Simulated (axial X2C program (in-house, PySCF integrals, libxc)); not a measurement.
# RuSr: properties at the nuclei

Aim: properties at the nuclei of RuSr, with spin–orbit coupling in the Hamiltonian from the start.

Computed with an in-house X2C program for linear molecules on PySCF integrals. Level: two-component X2C with atomic mean-field terms, Ru dyall-cv3z, Sr dyall-cv3z.

All values are calculated.

## Step 1: The job

Input file task.json:

```json
{"zs": [44, 38], "q": 0, "bas": ["dyall-cv3z", "dyall-cv3z"], "r0": 3.1, "levels": ["PBE0", "HF", "r2SCAN", "PBE50", "BP86"], "nst": 3}
```

Keys: zs atomic numbers; q charge; bas basis sets; r0 starting distance in Å; levels methods (HF also brings MP2); nst determinants followed.

Launch:

```
$ python soeom.py task.json out
```

After this run come: Expectation values, lowest determinant; Expectation values, a higher determinant; Expectation values, a higher determinant.

What does the calculation give? Wanted: lowest determinant; Eeff magnitude; Ws magnitude Ru; A∥/gI Ru; qzz Ru; higher determinant (for each run or level that gives them).

The runs gave:

| quantity | value |
| --- | --- |
| lowest determinant | Ω = 2 (excess of +ω over −ω: 2 × ω = 1/2, ω = -3/2, ω = 5/2) |
| Eeff magnitude (GV/cm), PBE0 | 0.368 |
| Ws magnitude Ru (kHz), PBE0 | 0.583 |
| A∥/gI Ru (MHz), PBE0 | 472 |
| qzz Ru (a.u.), PBE0 | -3.11 |
| higher determinant | Ω = 1 (excess of +ω over −ω: ω = -3/2, ω = 5/2) |
| Eeff magnitude (GV/cm), PBE0, higher determinant | 1.19 |
| Ws magnitude Ru (kHz), PBE0, higher determinant | 0.418 |
| A∥/gI Ru (MHz), PBE0, higher determinant | -260 |
| qzz Ru (a.u.), PBE0, higher determinant | -3.24 |
| higher determinant | Ω = 4 (excess of +ω over −ω: ω = 3/2, ω = 5/2) |
| Eeff magnitude (GV/cm), PBE0, higher determinant | 0.696 |
| Ws magnitude Ru (kHz), PBE0, higher determinant | 0.204 |
| A∥/gI Ru (MHz), PBE0, higher determinant | 480 |
| qzz Ru (a.u.), PBE0, higher determinant | 0.23 |

In the first state, the effective field runs from 0.107 to 0.575 GV/cm over the mean-field levels, so the levels don't agree on it. The expectation values come from single determinants, which for open shells can mix terms of unlike spin or miss the lowest Ω, so a determinant need not be a state. Eeff is the effective electric field on the electron dipole moment in this Ω state and Ws the scalar–pseudoscalar constant (defined with the proton number Z and per Ω); A∥ is the parallel hyperfine constant, which follows by multiplying with the nuclear g factor gI = μI/(I μN); qzz is the electric field gradient, eQq0 = 234.96 MHz × Q/barn × qzz; μ is positive if Sr is the positive end. The operators were transformed with the bare-nucleus X2C matrices.
